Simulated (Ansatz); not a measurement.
**NH2Br (triplet): from Hartree-Fock to the top rungs at distance Br1–H2 along a hydrogen transfer = 1.749 Å, cc-pVDZ**

Aim: climb from Hartree-Fock through coupled cluster and multireference methods for NH2Br (triplet) at one geometry and basis, and see what each rung misses.

Method: cc-pVDZ, core rule «outside noble gas», up to 15 orbitals frozen; program: Ansatz 0.2.0, Gaussian basis.

Plan: UHF; CCSD(T) on ROHF; CCSD(T) on UHF; BCCD(T) on ROHF; CISD; CCSDT(Q) on ROHF; CCSDT(Q) on UHF; CASSCF and MRCISD+Q, 4 electrons in 4 orbitals; CASSCF and NEVPT2, 4 electrons in 4 orbitals; CASSCF and MRCISD+Q, 14 electrons in 10 orbitals; CASSCF and NEVPT2, 14 electrons in 10 orbitals.

7 further runs of the same task are left out: 7 that didn't finish.

## (1) What is computed

The geometry derives from fragments relaxed apart (PBE0/def2-TZVP) and kept rigid, so it is no stationary point. A hydrogen atom is moved between rigid fragments. No spin-orbit coupling is included. The filled d shell of Br may be among the frozen orbitals whatever the setting's name suggests; the logs give the count.

4 atoms, charge 0, spin multiplicity 3.

Atoms are counted from 1 here; the program's logs count them from 0.

Bond lengths: Br1–H2 1.749 Å, H2–N3 1.095 Å, N3–H4 1.040 Å. Angles: Br1–H2–N3 180.0°, H2–N3–H4 105.0°.

Coordinates:

```xyz
4
charge 0, multiplicity 3
Br   -1.9265    0.2511    0.0000
H    -0.1775    0.2511    0.0000
N     0.9175    0.2511    0.0000
H     1.1866   -0.7532    0.0000
```

## (2) UHF

in.yaml reads:

```yaml
crystal:
  periodic: [false, false, false]
  atoms:
    - {symbol: Br, position_ang: [-1.926520, 0.251057, 0.000000]}
    - {symbol: H, position_ang: [-0.177520, 0.251057, 0.000000]}
    - {symbol: N, position_ang: [0.917480, 0.251057, 0.000000]}
    - {symbol: H, position_ang: [1.186561, -0.753170, 0.000000]}
basis:
  gaussian: {orbitals: cc-pVDZ}
magnetization: {spin_polarized: true, initial_magnetization: 2}
hamiltonian: {xc: hf}
output: {orbitals: {seedname: orbitals}}
```

Started as:

```
$ ansatz run in.yaml --threads 1 --pin off --events-out ev --progress --plain --max-ram 2393MiB
```

Further steps of the session: CCSD(T) on ROHF; CCSD(T) on UHF; BCCD(T) on ROHF; CISD; CCSDT(Q) on ROHF; CCSDT(Q) on UHF; CASSCF and MRCISD+Q, 4 electrons in 4 orbitals; CASSCF and NEVPT2, 4 electrons in 4 orbitals; CASSCF and MRCISD+Q, 14 electrons in 10 orbitals; CASSCF and NEVPT2, 14 electrons in 10 orbitals.

Q: Predict the results of all the runs planned. Wanted: UCCSDT(Q) below the RHF energy; RMP2 from UCCSDT(Q); UMP2 from UCCSDT(Q); RCCSD from UCCSDT(Q); RCCSD(T) from UCCSDT(Q); UCCSD(T) from UCCSDT(Q); RCCSDT(Q) from UCCSDT(Q); NEVPT2 pair from UCCSDT(Q); MRCISD+Q pair from UCCSDT(Q).

The runs gave:

| quantity | value |
| --- | --- |
| UCCSDT(Q) below the RHF energy | -8.2590 eV |
| RMP2 from UCCSDT(Q) | +1064.1 meV |
| UMP2 from UCCSDT(Q) | +1095.5 meV |
| RCCSD from UCCSDT(Q) | +194.2 meV |
| RCCSD(T) from UCCSDT(Q) | +37.1 meV |
| UCCSD(T) from UCCSDT(Q) | +35.6 meV |
| RCCSDT(Q) from UCCSDT(Q) | +2.1 meV |
| NEVPT2 pair from UCCSDT(Q) | +1042.1 meV |
| MRCISD+Q pair from UCCSDT(Q) | +84.8 meV |
| NEVPT2 valence from UCCSDT(Q) | +1335.7 meV |
| levels within 1 kcal/mol (43 meV) | RCCSD(T), UCCSD(T), BCCD(T), RCCSDT, UCCSDT, RCCSDT(Q), MRCISD+Q valence |
| T1 diagnostic | 0.032 |
| effectively unpaired electrons | 2.01 |

**Reading.** RCCSD(T) lands +37.1 meV from the yardstick (0.4 % of the correlation energy). One determinant dominates. Of the multireference levels listed MRCISD+Q valence comes nearest in total energy (+31.6 meV), which doesn't show that its space is the better one. These misses are within one basis, not against nature; the frozen cores of restricted and unrestricted runs differ, which can shift their rows.
